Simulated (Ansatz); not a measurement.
# GeH9NSi2: basis-set convergence

How large a basis does GeH9NSi2 need? Two functionals are run in growing sets.

Program: Ansatz 0.2.0, Gaussian basis. Level of theory: one geometry, several basis sets. These are calculated values, not measurements.

The runs, in order: PBE0-D4/def2-SVP; ωB97M-V/def2-SVP; PBE0-D4/def2-QZVPP; ωB97M-V/def2-QZVPP; the functionals' def2-TZVPP values are taken from earlier runs.

## 1. The geometry

An earlier PBE0-D4 in a triple-zeta def2 set relaxation fixed the geometry.

SMILES `[SiH3][SiH2][NH][GeH3]`, 13 atoms, charge 0, spin multiplicity 1.

Atoms are counted from 1 here; the program's logs count them from 0.

Bond lengths: Si1–Si2 2.343 Å, Si1–H5 1.488 Å, Si1–H6 1.489 Å, Si1–H7 1.491 Å, Si2–N3 1.723 Å, Si2–H8 1.489 Å, Si2–H9 1.496 Å, N3–Ge4 1.841 Å, N3–H10 1.009 Å, Ge4–H11 1.543 Å, Ge4–H12 1.538 Å, Ge4–H13 1.534 Å. Angles: Si2–Si1–H5 111.1°, Si2–Si1–H6 111.0°, Si2–Si1–H7 109.7°, H5–Si1–H6 108.8°, H5–Si1–H7 108.0°, H6–Si1–H7 108.1°, Si1–Si2–N3 110.1°, Si1–Si2–H8 110.6°, Si1–Si2–H9 108.2°, N3–Si2–H8 107.1°, N3–Si2–H9 114.2°, H8–Si2–H9 106.6°, Si2–N3–Ge4 126.9°, Si2–N3–H10 116.9°, Ge4–N3–H10 114.2°, N3–Ge4–H11 111.8°, N3–Ge4–H12 108.1°, N3–Ge4–H13 106.6° and more.

## 2. PBE0-D4 in def2-SVP

File in.yaml:

```yaml
crystal:
  periodic: [false, false, false]
  atoms:
    - {symbol: Si, position_ang: [-0.385777, 2.535775, -0.213699]}
    - {symbol: Si, position_ang: [-0.895233, 0.258822, -0.000569]}
    - {symbol: N, position_ang: [0.498687, -0.695113, -0.341372]}
    - {symbol: Ge, position_ang: [0.905137, -2.348022, 0.359997]}
    - {symbol: H, position_ang: [0.595387, 2.964237, 0.819977]}
    - {symbol: H, position_ang: [-1.611967, 3.370968, -0.085515]}
    - {symbol: H, position_ang: [0.213688, 2.794156, -1.554369]}
    - {symbol: H, position_ang: [-1.310831, -0.056755, 1.394073]}
    - {symbol: H, position_ang: [-2.071091, -0.040851, -0.875840]}
    - {symbol: H, position_ang: [1.027736, -0.453520, -1.166255]}
    - {symbol: H, position_ang: [0.289272, -3.491197, -0.473087]}
    - {symbol: H, position_ang: [2.435401, -2.498975, 0.369326]}
    - {symbol: H, position_ang: [0.329995, -2.374325, 1.782035]}
basis:
  gaussian: {orbitals: def2-SVP}
hamiltonian: {xc: pbe0, dispersion: d4}
output: {orbitals: {seedname: orbitals}}
```

After this run come: ωB97M-V in def2-SVP; PBE0-D4 in def2-QZVPP; ωB97M-V in def2-QZVPP.

**Question.** What will the summary of the whole plan be? Wanted: PBE0-D4: double and triple zeta above quadruple; ωB97M-V: double and triple zeta above quadruple.

The runs gave:

| quantity | value |
| --- | --- |
| PBE0-D4: double and triple zeta above quadruple | 16.45, 1.87 eV |
| ωB97M-V: double and triple zeta above quadruple | 16.51, 1.80 eV |

**Reading.** For PBE0-D4 the step from double to triple zeta gains 14.58 eV and the next only 1.87 eV. These are total energies; as a rule much of such shifts cancels in differences, which this series doesn't test. The LUMO of ωB97M-V is positive and keeps falling with the basis (1.78 to 1.05 eV): an unbound level that the basis holds in place.
